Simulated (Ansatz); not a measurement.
# La: the cost of one run

Computed with Ansatz 0.2.0 (DFT HSE06, scalar-relativistic, plane waves, PAW (the target; the first runs use scalar-relativistic PBE), unless a step's input says otherwise).

### Step 1. The structure to begin with

The structure is hexagonal, space group P6_3/mmc (No. 194). Conventional cell: a = 3.751 Å, b = 3.751 Å, c = 6.127 Å, α = 90.00°, β = 90.00°, γ = 120.00°. La (site symmetry -6m2) is surrounded by 12 La at 3.75 Å.

As a file:

```
La
1.0
     3.75099    0.00000    0.00000
    -1.87550    3.24845    0.00000
     0.00000    0.00000    6.12662
La
2
Cartesian
  0.0000 2.1656 4.5950
  1.8755 1.0828 1.5317
```

### Step 2. Relaxing cell and atoms (PBE, 6×6×4 mesh)

Contents of input.yaml:

```yaml
crystal:
  lattice:
    - [3.7509925602, 0.0, 0.0]
    - [-1.8754962801, 3.2484548466, 0.0]
    - [0.0, 0.0, 6.1266211817]
  atoms:
    - { symbol: La, position: [0.3333333333, 0.6666666667, 0.75] }
    - { symbol: La, position: [0.6666666667, 0.3333333333, 0.25] }
basis:
  ecutwfc: 420
  ecutrho_ratio: 4
kpoints:
  mp_grid: { grid: [6, 6, 4] }
hamiltonian:
  xc: pbe
scf:
  occupations: { method: gaussian, width: 0.05 }
output:
  forces: true
  stress: true
  eigenvalues: true
relax:
  f_tol: 0.03
  max_steps: 60
  cell: { stress_tol: 0.3 }
```

Q: Estimate wall time and peak memory on 4 threads of an x86-64 CPU, shared host.

About 1.1 s, with a peak of 0.44 GiB.
